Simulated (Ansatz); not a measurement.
# CH₂OSSe: basis-set convergence

An exercise on one series of results from a longer session: the logs are not shown, and one member is left open.

The runs use Ansatz 0.2.0, Gaussian basis; one geometry, several basis sets.

The runs, in order: PBE0-D4/def2-SVP; ωB97M-V/def2-SVP; PBE0-D4/def2-QZVPP; ωB97M-V/def2-QZVPP; the functionals' def2-TZVPP values are taken from earlier runs.

**The geometry**

The geometry comes from an earlier relaxation with PBE0-D4 in a triple-zeta def2 set; it is a stationary point.

SMILES `O=C(S)[SeH]`, 6 atoms, charge 0, spin multiplicity 1.

Atoms are counted from 1 here; the program's logs count them from 0.

Bond lengths: O1–C2 1.190 Å, C2–S3 1.774 Å, C2–Se4 1.941 Å, S3–H5 1.340 Å, Se4–H6 1.467 Å. Angles: O1–C2–S3 120.3°, O1–C2–Se4 118.9°, S3–C2–Se4 120.7°, C2–S3–H5 97.8°, C2–Se4–H6 97.4°.

The first run:

in.yaml

```yaml
crystal:
  periodic: [false, false, false]
  atoms:
    - {symbol: O, position_ang: [-0.734507, -1.521980, 1.141061]}
    - {symbol: C, position_ang: [-0.277924, -0.656748, 0.462726]}
    - {symbol: S, position_ang: [1.241873, -0.914481, -0.415205]}
    - {symbol: Se, position_ang: [-1.222761, 1.033767, 0.335720]}
    - {symbol: H, position_ang: [1.325764, 0.291173, -0.993046]}
    - {symbol: H, position_ang: [-0.290444, 1.704170, -0.577358]}
basis:
  gaussian: {orbitals: def2-SVP}
hamiltonian: {xc: pbe0, dispersion: d4}
output: {orbitals: {seedname: orbitals}}
```

Run with:

```sh
$ ansatz run in.yaml --threads 2 --pin off --events-out ev --progress --plain --max-ram 4352MiB
```

Steps of the session up to this table: PBE0-D4 in def2-SVP; ωB97M-V in def2-SVP; PBE0-D4 in def2-QZVPP; ωB97M-V in def2-QZVPP.

One table of the session follows, with a row left open; its other results are not shown here.

It belongs to the step «Density functionals: the series». 

```
functional       basis  HOMO (eV)
   PBE0-D4    def2-SVP      -7.53
   PBE0-D4  def2-TZVPP      -7.64
   PBE0-D4  def2-QZVPP      -7.66
   ωB97M-V    def2-SVP          ?
   ωB97M-V  def2-TZVPP      -9.79
   ωB97M-V  def2-QZVPP      -9.81
```

Estimate the missing values for ωB97M-V, def2-SVP.

The run gave: HOMO (eV): -9.65. In the column «HOMO (eV)» it lies between ωB97M-V, def2-TZVPP (-9.79) and PBE0-D4, def2-QZVPP (-7.66).
